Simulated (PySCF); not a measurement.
# C7H9NO: the cost of one run

Programs: PySCF 2.14.0, with routines of our own; each step states its level. All values are computed. Atoms count from 0.

### Step 1. The system as given

18 atoms, charge 1, multiplicity 2; geometry from: GFN2-xTB.

### Step 2. Open-shell or spin-flip excitations: unrestricted TDA CAM-B3LYP/def2-SVP

The job: settings as JSON, then the geometry in Å.

```
{"job": {"kind": "uabs", "xc": "CAM-B3LYP", "basis": "def2-SVP", "nstates": 10, "tda": true}, "charge": 1, "multiplicity": 2}
C     -2.708750     1.056688    -0.517297
O     -2.162890    -0.214811    -0.239905
C     -0.861097    -0.375064    -0.067717
C     -0.464792    -1.721257     0.209390
C      0.868030    -2.035687     0.416838
C      1.826595    -1.048960     0.354240
C      1.449399     0.304563     0.073586
N      2.398357     1.243476     0.016641
C      0.100528     0.620571    -0.133659
H     -3.782045     0.902726    -0.612493
H     -2.311346     1.462067    -1.452439
H     -2.510347     1.758529     0.298140
H     -1.238236    -2.472940     0.249032
H      1.151311    -3.054809     0.628194
H      2.868680    -1.280298     0.514410
H      2.166343     2.205428    -0.180607
H      3.368733     1.011860     0.166292
H     -0.167233     1.644236    -0.340969
```

Level: unrestricted TDA CAM-B3LYP/def2-SVP, vertical, gas phase, core orbitals frozen in the response.

On the command line:

```bash
$ OMP_NUM_THREADS=1 python excited_run.py task.json out
```

The driver reads the jobs from task.json and runs them one after another.

**Question.** How long does this first job take on 1 thread of Arm Neoverse V1, shared host, and how much memory does it need?

About 100 s, with a peak of 0.75 GiB.
